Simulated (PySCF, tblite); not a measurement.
# C6H14O: a rotation path, then NMR shifts on frames, part 2 of 2

tblite 0.8.0 and PySCF 2.14.0. Atoms count from 0.

## Step 5: Nuclear shieldings: image 4, PBE0/pcSseg-1

Job settings and geometry (Å):

```
{"job": {"kind": "nmr", "xc": "PBE0", "basis": "pcSseg-1", "pop": false}, "charge": 0, "multiplicity": 1}
C      3.164400     0.329500     0.429500
C      2.086900    -0.704800     0.133800
C      0.839600    -0.075400    -0.502600
O     -0.271600    -0.374700     0.313200
C     -1.462300     0.330800     0.015300
C     -2.145800    -0.171800    -1.259400
C     -2.391400     0.160500     1.214100
H      3.458600     0.840800    -0.485100
H      2.793300     1.068900     1.135100
H      4.044100    -0.144100     0.858400
H      1.763000    -1.180200     1.059900
H      2.493100    -1.480400    -0.517200
H      0.691000    -0.461500    -1.521300
H      0.956800     1.017800    -0.572600
H     -1.221300     1.401800    -0.110800
H     -2.369300    -1.231000    -1.160200
H     -1.514000    -0.021800    -2.131600
H     -3.075100     0.370000    -1.414600
H     -2.583800    -0.895500     1.379100
H     -3.333900     0.668100     1.027300
H     -1.931400     0.569900     2.109200
```

Method: GIAO PBE0/pcSseg-1 NMR shielding, non-relativistic, gas phase.

The program printed:

```text
coarse grid: 16288 points
cycle   1  E = -311.7245992053  dE =  5.413e-01  |g| = 6.424e-01  |ddm| = 3.710e+00
cycle   2  E = -311.6600184816  dE =  6.458e-02  |g| = 8.793e-01  |ddm| = 1.371e+00
cycle   3  E = -311.8122942676  dE = -1.523e-01  |g| = 1.100e-01  |ddm| = 8.951e-01
cycle   4  E = -311.8144223559  dE = -2.128e-03  |g| = 3.326e-02  |ddm| = 9.313e-02
cycle   5  E = -311.8146659658  dE = -2.436e-04  |g| = 3.868e-03  |ddm| = 2.784e-02
cycle   6  E = -311.8146688042  dE = -2.838e-06  |g| = 1.348e-03  |ddm| = 3.864e-03
final grid: 153664 points
cycle   7  E = -311.8692502973  dE = -4.736e-05  |g| = 1.321e-02  |ddm| = 3.137e-02
cycle   8  E = -311.8692226136  dE =  2.768e-05  |g| = 1.811e-02  |ddm| = 2.048e-02
cycle   9  E = -311.8692865720  dE = -6.396e-05  |g| = 1.835e-03  |ddm| = 1.221e-02
cycle  10  E = -311.8692872778  dE = -7.058e-07  |g| = 1.590e-04  |ddm| = 1.797e-03
cycle  11  E = -311.8692872831  dE = -5.277e-09  |g| = 4.680e-05  |ddm| = 1.892e-04
cycle  12  E = -311.8692872836  dE = -4.563e-10  |g| = 1.641e-05  |ddm| = 4.929e-05
converged SCF energy = -311.8692872836

GIAO shielding tensors (ppm)
atom      isotropic    diamagn.    paramagn.     s11        s22        s33       span
  0 C      170.185     246.366     -76.181    153.127    171.794    185.633     32.506
  1 C      158.929     248.408     -89.478    137.628    160.607    178.553     40.925
  2 C      111.337     247.392    -136.055     74.006    105.093    154.912     80.906
  3 O      256.002     401.704    -145.702    192.003    253.032    322.970    130.967
  4 C      110.176     241.938    -131.762     85.675     87.541    157.312     71.637
  5 C      165.408     249.596     -84.189    145.718    163.151    187.355     41.637
  6 C      160.559     247.613     -87.054    140.280    154.359    187.038     46.758
  7 H       30.878      29.087       1.791     26.744     29.019     36.870     10.127
  8 H       30.590      30.430       0.159     26.363     29.601     35.805      9.441
  9 H       30.646      27.031       3.615     25.958     27.663     38.317     12.359
 10 H       30.071      32.381      -2.309     25.482     30.606     34.125      8.643
 11 H       29.803      31.101      -1.298     24.923     29.195     35.291     10.368
 12 H       27.463      33.550      -6.087     22.287     29.108     30.994      8.707
 13 H       29.054      34.459      -5.405     24.863     28.788     33.511      8.648
 14 H       28.276      32.876      -4.600     26.014     27.720     31.093      5.080
 15 H       30.934      31.083      -0.149     28.204     28.575     36.024      7.820
 16 H       29.967      31.824      -1.857     24.947     29.629     35.325     10.378
 17 H       30.983      29.977       1.007     26.921     28.715     37.314     10.393
 18 H       30.500      30.588      -0.088     27.695     28.734     35.070      7.375
 19 H       30.884      29.343       1.541     26.605     28.810     37.236     10.631
 20 H       30.212      30.656      -0.444     26.054     28.303     36.278     10.225
```

Wall time 71 s (1 thread, shared host).

Key values: δ C4 76.7, C2 75.6, C1 28.0, C6 26.4, H12 4.25, H14 3.44 ppm.

## Step 6: Shielding tensors: image 6, PBE0/pcSseg-1

Job settings and geometry (Å):

```
{"job": {"kind": "nmr", "xc": "PBE0", "basis": "pcSseg-1", "pop": false}, "charge": 0, "multiplicity": 1}
C      2.954700     0.324600     0.671600
C      2.136800    -0.728600    -0.063200
C      0.854800    -0.143800    -0.662200
O     -0.193800    -0.328300     0.262200
C     -1.397200     0.357100    -0.030000
C     -2.174900    -0.262600    -1.195200
C     -2.241700     0.325900     1.240600
H      3.222500     1.132500    -0.007200
H      2.380600     0.740200     1.495300
H      3.870100    -0.107600     1.068500
H      1.838500    -1.517400     0.628000
H      2.742300    -1.174300    -0.854400
H      0.621400    -0.638900    -1.616600
H      0.986800     0.930700    -0.864800
H     -1.157300     1.404900    -0.285300
H     -2.393500    -1.305500    -0.979900
H     -1.613300    -0.202700    -2.124100
H     -3.111100     0.272900    -1.331500
H     -2.436500    -0.704900     1.521200
H     -3.187700     0.833100     1.071100
H     -1.710500     0.809800     2.055500
```

With the program's defaults for keys left out, this is: GIAO PBE0/pcSseg-1 NMR shielding, non-relativistic, gas phase.

The program printed:

```text
coarse grid: 16288 points
cycle   1  E = -311.7260707457  dE =  5.448e-01  |g| = 6.448e-01  |ddm| = 3.711e+00
cycle   2  E = -311.6587279977  dE =  6.734e-02  |g| = 8.878e-01  |ddm| = 1.388e+00
cycle   3  E = -311.8144789539  dE = -1.558e-01  |g| = 1.098e-01  |ddm| = 9.132e-01
cycle   4  E = -311.8166001661  dE = -2.121e-03  |g| = 3.351e-02  |ddm| = 9.373e-02
cycle   5  E = -311.8168464167  dE = -2.463e-04  |g| = 3.983e-03  |ddm| = 2.796e-02
cycle   6  E = -311.8168494907  dE = -3.074e-06  |g| = 1.300e-03  |ddm| = 3.999e-03
final grid: 153664 points
cycle   7  E = -311.8715128708  dE = -4.877e-05  |g| = 1.305e-02  |ddm| = 3.235e-02
cycle   8  E = -311.8714868787  dE =  2.599e-05  |g| = 1.772e-02  |ddm| = 1.989e-02
cycle   9  E = -311.8715484260  dE = -6.155e-05  |g| = 1.802e-03  |ddm| = 1.187e-02
cycle  10  E = -311.8715491008  dE = -6.749e-07  |g| = 1.556e-04  |ddm| = 1.760e-03
cycle  11  E = -311.8715491060  dE = -5.136e-09  |g| = 4.384e-05  |ddm| = 1.840e-04
cycle  12  E = -311.8715491064  dE = -3.963e-10  |g| = 1.597e-05  |ddm| = 4.714e-05
converged SCF energy = -311.8715491064

GIAO shielding tensors (ppm)
atom      isotropic    diamagn.    paramagn.     s11        s22        s33       span
  0 C      169.715     246.529     -76.814    150.903    172.520    185.722     34.819
  1 C      158.935     248.235     -89.299    144.222    157.551    175.033     30.812
  2 C      111.065     247.149    -136.084     79.763    105.332    148.101     68.338
  3 O      260.106     402.090    -141.984    196.458    262.541    321.318    124.860
  4 C      110.459     241.875    -131.415     86.441     87.659    157.278     70.837
  5 C      165.565     249.509     -83.944    145.658    163.473    187.564     41.907
  6 C      160.510     247.749     -87.239    140.101    154.535    186.893     46.792
  7 H       30.917      29.483       1.434     26.937     28.951     36.863      9.926
  8 H       30.292      30.989      -0.698     25.743     29.970     35.163      9.420
  9 H       30.610      27.324       3.286     25.956     27.713     38.162     12.207
 10 H       30.056      31.941      -1.885     25.973     29.812     34.383      8.410
 11 H       30.087      30.455      -0.368     24.795     29.248     36.218     11.423
 12 H       27.502      33.306      -5.804     21.843     29.306     31.355      9.512
 13 H       28.920      33.991      -5.071     25.040     28.968     32.753      7.713
 14 H       28.247      32.861      -4.614     25.816     27.718     31.207      5.391
 15 H       30.932      30.995      -0.063     28.168     28.556     36.072      7.905
 16 H       29.934      31.653      -1.719     24.906     29.528     35.368     10.462
 17 H       30.957      29.878       1.079     26.853     28.746     37.270     10.417
 18 H       30.493      30.703      -0.210     27.730     28.705     35.043      7.313
 19 H       30.863      29.484       1.379     26.582     28.786     37.222     10.641
 20 H       30.189      30.782      -0.593     25.984     28.379     36.203     10.218
```

Wall time 68 s (1 thread, shared host).

This run: δ C4 76.5, C2 75.9, C1 28.0, C6 26.4, H12 4.22, H14 3.47 ppm.

## Step 7: Shielding tensors: image 8, PBE0/pcSseg-1

Job settings and geometry (Å):

```
{"job": {"kind": "nmr", "xc": "PBE0", "basis": "pcSseg-1", "pop": false}, "charge": 0, "multiplicity": 1}
C      2.693700     0.225500     0.891200
C      2.199300    -0.660600    -0.245000
C      0.873300    -0.164400    -0.815100
O     -0.115100    -0.281600     0.180100
C     -1.337600     0.377500    -0.090200
C     -2.197600    -0.382000    -1.104600
C     -2.064500     0.510000     1.245100
H      2.882800     1.236000     0.534800
H      1.942300     0.269400     1.674600
H      3.614900    -0.171700     1.311000
H      2.052500    -1.676000     0.124700
H      2.936000    -0.688100    -1.050200
H      0.607400    -0.759700    -1.702200
H      0.967600     0.888000    -1.128900
H     -1.121500     1.384700    -0.490100
H     -2.373300    -1.394300    -0.748900
H     -1.706500    -0.432600    -2.073400
H     -3.152900     0.121300    -1.228600
H     -2.276600    -0.478500     1.642600
H     -2.996300     1.053200     1.116600
H     -1.436800     1.040700     1.955700
```

With the program's defaults for keys left out, this is: GIAO PBE0/pcSseg-1 NMR shielding, non-relativistic, gas phase.

The program printed:

```text
coarse grid: 16288 points
cycle   1  E = -311.7295590123  dE =  5.482e-01  |g| = 6.463e-01  |ddm| = 3.710e+00
cycle   2  E = -311.6603189979  dE =  6.924e-02  |g| = 8.935e-01  |ddm| = 1.407e+00
cycle   3  E = -311.8184212003  dE = -1.581e-01  |g| = 1.093e-01  |ddm| = 9.361e-01
cycle   4  E = -311.8205234315  dE = -2.102e-03  |g| = 3.365e-02  |ddm| = 9.519e-02
cycle   5  E = -311.8207706903  dE = -2.473e-04  |g| = 4.119e-03  |ddm| = 2.824e-02
cycle   6  E = -311.8207740044  dE = -3.314e-06  |g| = 1.288e-03  |ddm| = 4.136e-03
final grid: 153664 points
cycle   7  E = -311.8751270681  dE = -4.792e-05  |g| = 1.292e-02  |ddm| = 2.941e-02
cycle   8  E = -311.8751033571  dE =  2.371e-05  |g| = 1.727e-02  |ddm| = 1.989e-02
cycle   9  E = -311.8751625512  dE = -5.919e-05  |g| = 1.771e-03  |ddm| = 1.162e-02
cycle  10  E = -311.8751631979  dE = -6.467e-07  |g| = 1.488e-04  |ddm| = 1.745e-03
cycle  11  E = -311.8751632024  dE = -4.488e-09  |g| = 4.429e-05  |ddm| = 1.718e-04
cycle  12  E = -311.8751632028  dE = -4.111e-10  |g| = 1.547e-05  |ddm| = 4.855e-05
converged SCF energy = -311.8751632028

GIAO shielding tensors (ppm)
atom      isotropic    diamagn.    paramagn.     s11        s22        s33       span
  0 C      173.092     247.217     -74.126    157.319    174.880    187.076     29.758
  1 C      158.846     248.408     -89.562    150.413    156.086    170.040     19.627
  2 C      112.747     246.917    -134.170     83.427    103.851    150.963     67.536
  3 O      262.542     402.578    -140.036    210.612    266.871    310.142     99.530
  4 C      109.905     242.014    -132.109     85.751     86.927    157.038     71.287
  5 C      165.208     249.260     -84.052    145.183    162.982    187.459     42.276
  6 C      160.732     247.870     -87.137    140.778    154.814    186.605     45.827
  7 H       31.085      30.108       0.977     27.304     28.698     37.253      9.949
  8 H       30.070      31.729      -1.659     24.655     30.822     34.734     10.079
  9 H       30.683      27.799       2.884     26.075     27.890     38.083     12.008
 10 H       30.009      31.625      -1.616     25.856     28.856     35.315      9.458
 11 H       30.324      29.969       0.355     25.320     28.795     36.857     11.537
 12 H       27.567      32.727      -5.161     21.996     29.022     31.682      9.686
 13 H       28.781      33.306      -4.525     24.818     28.527     32.998      8.180
 14 H       28.241      32.831      -4.590     25.899     27.625     31.198      5.298
 15 H       30.884      30.927      -0.043     28.052     28.616     35.984      7.932
 16 H       29.902      31.377      -1.475     24.951     29.397     35.359     10.408
 17 H       30.883      29.674       1.209     26.745     28.614     37.288     10.543
 18 H       30.485      30.797      -0.313     27.769     28.594     35.091      7.322
 19 H       30.818      29.552       1.265     26.609     28.549     37.295     10.685
 20 H       30.201      30.995      -0.794     25.898     28.723     35.983     10.085
```

Run time: 70 s. Hardware: 1 thread, shared host.

In short: δ C4 77.0, C2 74.2, C1 28.1, C6 26.2, H12 4.15, H14 3.48 ppm.

## Step 8: Comparing the runs: NMR shifts

Shifts (ppm) of some atoms, chosen among heavy atoms and hydrogens apart, with basis size and wall time:

| frame | C4 | C2 | C1 | C0 | H11 | H8 | O3 | functions | time |
| --- | --- | --- | --- | --- | --- | --- | --- | --- | --- |
| image 0 | 76.8 | 76.0 | 28.3 | 11.7 | 1.70 | 0.79 | 77.9 | 189 | 68 s |
| image 2 | 77.0 | 75.7 | 28.6 | 13.6 | 1.92 | 0.88 | 80.5 | 189 | 71 s |
| image 4 | 76.7 | 75.6 | 28.0 | 16.7 | 1.91 | 1.13 | 80.1 | 189 | 71 s |
| image 6 | 76.5 | 75.9 | 28.0 | 17.2 | 1.63 | 1.43 | 76.0 | 189 | 68 s |
| image 8 | 77.0 | 74.2 | 28.1 | 13.8 | 1.39 | 1.65 | 73.5 | 189 | 70 s |

## Step 9: What came out

What follows sums up all 2 parts.

| quantity | value |
| --- | --- |
| barrier | 0.088 eV (2.0 kcal/mol) at image 4 |
| end to end (GFN2-xTB) | 0.004 eV |
| 13C shifts against TMS (PBE0/pcSseg-1, image 0) | 76.8, 76.0, 28.3, 26.4, 21.6, 11.7 ppm |
| 1H shifts against TMS (PBE0/pcSseg-1, image 0) | 3.80, 3.57, 3.08, 1.82, 1.71, 1.70, 1.50, 1.24, 1.22, 0.88, 0.82, 0.81, 0.80, 0.79 ppm |
| 17O shifts against H2O (PBE0/pcSseg-1, image 0) | 77.9 ppm |
| range of the shift of O3 | 73.5 to 80.5 ppm |

What this shows: Along the band the dihedral turns by 114°, and the top (dihedral -122°) lies 2.0 kcal/mol above the start (GFN2-xTB, rough), so at room temperature this motion is fast. The top was not checked by a frequency run. Shifts at one fixed geometry are not the observed spectrum, which averages over the motion. Across the 5 runs the shift of O3 moves most, between 73.5 (image 8) and 80.5 ppm (image 2).
